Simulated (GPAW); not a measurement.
Crystal: TeAs2.

```
CELL_PARAMETERS angstrom
-3.55645 3.55645 2.94052
3.55645 -3.55645 2.94052
3.55645 3.55645 -2.94052
ATOMIC_POSITIONS crystal
Te 0.00000 0.00000 0.00000
Te 0.75000 0.25000 0.50000
As 0.87500 0.62500 0.25000
As 0.37500 0.62500 0.75000
As 0.37500 0.12500 0.75000
As 0.37500 0.62500 0.25000
```

The cell comes from a database or a generator and needn't be the stable form of this composition.

```yaml
Program: GPAW 26.7.0
Task: relaxation of cell and atoms
Functional: PBEsol
Dispersion: D4
Potentials_or_basis: PAW data sets generated in the run's folder for this functional
Cutoff: 600 eV
Basis: pw
k_mesh: 4 × 4 × 4
Occupations: fermi-dirac, width 0.05 eV
Spin: no spin polarisation
```

At the start: pressure -6.4 GPa; volume 24.80 Å³/atom.

Task: How do energy, volume and symmetry change on relaxing?

Result: Over 9 steps the energy falls by 55.4 meV/atom and the volume is 22.23 Å³/atom (-10.3 %); space group I4_1/amd (No. 141, to 0.05 Å).

Step by step:
| step | energy change (eV) | largest force (eV/Å) | pressure (GPa) | volume (Å³) |
| --- | --- | --- | --- | --- |
| 1 | 0.0000 | 0.0000 | -6.37 | 148.77 |
| 2 | -0.0411 | 0.0000 | -6.02 | 147.73 |
| 3 | -0.3096 | 0.0000 | -0.33 | 135.27 |
| 4 | -0.3109 | 0.0000 | -0.07 | 134.79 |
| 5 | -0.3139 | 0.0000 | 0.23 | 134.19 |
| 6 | -0.3222 | 0.0001 | 0.72 | 133.00 |
| 7 | -0.3289 | 0.0001 | 0.81 | 132.34 |
| 8 | -0.3316 | 0.0001 | 0.40 | 132.78 |
| 9 | -0.3322 | 0.0002 | 0.02 | 133.40 |

Final structure:
```xyz
6
Lattice="-3.4040 3.4040 2.8782 3.4040 -3.4040 2.8782 3.4040 3.4040 -2.8782" Properties=species:S:1:pos:R:3 pbc="T T T"
Te    0.0000    0.0000    0.0000
Te    0.0000    3.4040    1.4391
As    0.0000    1.7020    3.5977
As    3.4040    1.7020    0.7196
As    1.7020    3.4040   -0.7196
As    1.7020    0.0000    2.1586
```

Caveat: later steps reuse the first step's grids; pairwise dispersion overbinds metals, which lowers pressure and volume.
